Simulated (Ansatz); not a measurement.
# F4Ti: the cost of one run

Method: RKS PBE-D4/def2-SVP, in Ansatz 0.2.0.

## Step 1: Starting point

Bond lengths: Ti1–F2 1.830 Å, Ti1–F3 1.830 Å, Ti1–F4 1.829 Å, Ti1–F5 1.829 Å. Angles: F2–Ti1–F3 109.4°, F2–Ti1–F4 109.5°, F2–Ti1–F5 109.5°, F3–Ti1–F4 109.5°, F3–Ti1–F5 109.5°, F4–Ti1–F5 109.5°.

As a file:

```xyz
5

Ti    0.0000    0.0000    0.0000
F     0.0000    0.0000    1.8300
F     1.7257    0.0000   -0.6094
F    -0.8619    1.4933   -0.6094
F    -0.8619   -1.4933   -0.6094
```

## Step 2: Preparing the start

File input.yaml:

```yaml
crystal:
  periodic: [false, false, false]
  atoms:
    - { symbol: Ti, position_ang: [0.0, 0.0, 0.0] }
    - { symbol: F, position_ang: [0.0, 0.0, 1.83] }
    - { symbol: F, position_ang: [1.7257, 0.0, -0.6094] }
    - { symbol: F, position_ang: [-0.8619, 1.4933, -0.6094] }
    - { symbol: F, position_ang: [-0.8619, -1.4933, -0.6094] }
basis:
  gaussian: { orbitals: def2-SVP }
hamiltonian:
  xc: pbe
  dispersion: d4
relax:
  f_tol: 0.02
  max_steps: 40
```

The run is started by

```console
ansatz run input.yaml --threads 2 --pin off --max-ram 3072MiB --backend cpu --events-out ev --progress --plain --runs-dir out
```

Q: Estimate wall time and peak memory on 2 threads of Arm Neoverse V1, shared host.

About 8.2 s, with a peak of 0.13 GiB.
